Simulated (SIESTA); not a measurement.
Crystal: NiMoIrPdW.

```
Ni Mo Pd Ir W
1.0
     2.76616    0.00000    0.00000
    -1.38308    2.39557    0.00000
     0.00000    0.00000   11.02292
Ni Mo Pd Ir W
1 1 1 1 1
Cartesian
  0.0000 1.5971 6.5820
  0.0000 0.0000 4.5276
  1.3831 0.7985 8.7654
  1.3831 0.7985 2.2002
  0.0000 1.5971 10.9936
```

The cell was built by a generator and needn't be a form met in nature.

Base run:

```yaml
Program: SIESTA 5.4.2
Functional: PBE
Potentials_or_basis: PseudoDojo 0.4 standard (PBE files)
Basis: SZP (energy shift 0.003 Ry)
Grid_cutoff: 800 Ry
Energy_shift: 0.003 Ry
k_mesh: 11 × 11 × 3
Occupations: fermi-dirac, width 0.05 eV
Spin: collinear spin, ferromagnetic start
Starting_moments: "[1.0, 1.0, 0.0, 0.6, 0.0] μB"
```

Its results: band gap on the k mesh none (metal or under the smearing width); pressure 4.7 GPa; net moment 0.18 μB per cell; largest force 0.477 eV/Å.

Task: The run is repeated on the same cell with these changes: basis from SZP (energy shift 0.003 Ry) to TZP (energy shift 0.003 Ry; two zetas on semicore shells). What comes out?

Result: Band gap on the k mesh none (metal or under the smearing width); pressure 1.5 GPa; net moment 0.00 μB per cell; largest force 0.300 eV/Å.

Caveats: short orbitals over semicore shells can move pressures by several GPa; the valence orbitals were made in a potential fitted to the semicore shell under them, which widens gaps by tenths of an eV or more; spin-orbit coupling is left out, which moves the levels of the heavy elements; the basis of atomic orbitals isn't converged, which shifts pressures, moduli and gaps.
